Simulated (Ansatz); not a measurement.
# PtAuC4N4: the cost of one run

Program: Ansatz 0.2.0. Level of theory: DFT PBE, scalar-relativistic, plane waves, PAW. These are calculated values, not measurements.

## Step 1: Starting point

The structure is cubic, space group P-43m (No. 215). Conventional cell: a = 5.883 Å, b = 5.883 Å, c = 5.883 Å, α = 90.00°, β = 90.00°, γ = 90.00°. Pt (site symmetry -43m) has 4 C at 1.92 Å in its first shell of neighbours. Around C (site symmetry 3m) lie 1 N at 1.17 Å and 1 Pt at 1.92 Å. Au (site symmetry -43m) has 4 N at 2.01 Å in its first shell of neighbours. Around N (site symmetry 3m) lie 1 C at 1.17 Å and 1 Au at 2.01 Å.

Coordinates:

```
CELL_PARAMETERS angstrom
5.88262 0.00000 0.00000
0.00000 5.88262 0.00000
0.00000 0.00000 5.88262
ATOMIC_POSITIONS crystal
Pt 0.00000 0.00000 0.00000
C 0.18814 0.18814 0.18814
C 0.18814 0.81186 0.81186
C 0.81186 0.18814 0.81186
C 0.81186 0.81186 0.18814
Au 0.50000 0.50000 0.50000
N 0.30297 0.30297 0.30297
N 0.30297 0.69703 0.69703
N 0.69703 0.30297 0.69703
N 0.69703 0.69703 0.30297
```

The cell is invented: two interpenetrating cyanide-bridged diamond nets (P-43m, No. 215). Its size is a rough estimate.

## Step 2: A first look at the guess

File input.yaml:

```yaml
crystal:
  lattice:
    - [5.88262189, 0.0, 0.0]
    - [0.0, 5.88262189, 0.0]
    - [0.0, 0.0, 5.88262189]
  atoms:
    - { symbol: Pt, position: [0.0, 0.0, 0.0] }
    - { symbol: C, position: [0.18814408, 0.18814408, 0.18814408] }
    - { symbol: C, position: [0.18814408, 0.81185592, 0.81185592] }
    - { symbol: C, position: [0.81185592, 0.18814408, 0.81185592] }
    - { symbol: C, position: [0.81185592, 0.81185592, 0.18814408] }
    - { symbol: Au, position: [0.5, 0.5, 0.5] }
    - { symbol: "N", position: [0.3029738, 0.3029738, 0.3029738] }
    - { symbol: "N", position: [0.3029738, 0.6970262, 0.6970262] }
    - { symbol: "N", position: [0.6970262, 0.3029738, 0.6970262] }
    - { symbol: "N", position: [0.6970262, 0.6970262, 0.3029738] }
basis:
  ecutwfc: 420
kpoints:
  mp_grid: { grid: [4, 4, 4] }
hamiltonian:
  xc: pbe
scf:
  occupations: { method: gaussian, width: 0.1 }
  lower_state_search: "off"
output:
  forces: true
  stress: true
  eigenvalues: true
```

Run with:

```sh
> ansatz run input.yaml --threads 1 --pin off --max-ram 2560MiB --backend cpu --events-out ev --progress --plain --runs-dir out
```

Q: Estimate wall time and peak memory on 1 thread of Intel Xeon 6975P-C (Granite Rapids), shared host.

About 4 s, with a peak of 0.47 GiB.
